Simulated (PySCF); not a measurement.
# The bond of ZnBr, level by level

One table from this session's results is given with a row withheld; the runs are named, their logs left out.

Method: Zn def2-TZVPPD, Br def2-TZVPPD, no relativity; program: PySCF 2.14.0.

The first run:

The job is set up so:

```yaml
atoms: Zn, Br
charge: 0
basis: Zn def2-TZVPPD, Br def2-TZVPPD
Hamiltonian: no relativity
basis_functions: 124
electrons_treated: 65
masses_in_u: 63.9291, 78.9183
levels: PBE0, PBE, r²SCAN, B97-3, M06-2X, B3LYP, r²SCAN0, BP86, ωB97X-V, HF, MP2, SCS-MP2
grid: 80 radial by 434 angular points
occupations: held fixed by the projection of orbital angular momentum
dissociation_limit: Zn + Br, each in its ground configuration
starting_distance_in_angstrom: 2.305
values_of_2S_to_try: 1, 3
```

Started as:

```
$ OMP_NUM_THREADS=2 python dia.py task.json out
```

Steps of the session up to this table: Set-up; PBE0 along the bond; Excited determinants; PBE (GGA); r²SCAN (meta-GGA); B97-3 (global hybrid GGA); M06-2X (hybrid meta-GGA); B3LYP; r²SCAN0; BP86 (GGA); ωB97X-V; UHF.

One table of the session follows, with a row left open; its other results are not shown here.

It belongs to the step «The curves together». Energy (eV) from each level's lowest point:

```
R (Å)    UHF  UHF-MP2  UHF-SCS-MP2    PBE   BP86
1.990  0.990    0.694        0.774  0.820  0.825
2.083  0.459    0.274        0.326  0.367  0.371
2.175      ?        ?            ?      ?      ?
2.245  0.045    0.000        0.014  0.030  0.032
2.314  0.000    0.000        0.000  0.000  0.000
2.383  0.008    0.045        0.034  0.014  0.012
2.476  0.080    0.157        0.132  0.080  0.076
2.592  0.235    0.349        0.310  0.210  0.202
2.731  0.475    0.618        0.566  0.399  0.387
2.916  0.828    0.992        0.926  0.658  0.640
```

Q: Estimate the row for R (Å) = 2.175 from the others.

Worked estimate for «UHF». A straight line through the neighbours (2.083, 0.459) and (2.245, 0.045) gives 0.459 + (0.045 − 0.459) × (2.175 − 2.083) / (2.245 − 2.083) = 0.224; a parabola fitted to 4 rows on both sides gives 0.151.

**Answer.** UHF: 0.160; UHF-MP2: 0.062; UHF-SCS-MP2: 0.090; PBE: 0.120; BP86: 0.122. In «UHF» the line misses by +0.064 and the parabola by -0.009.
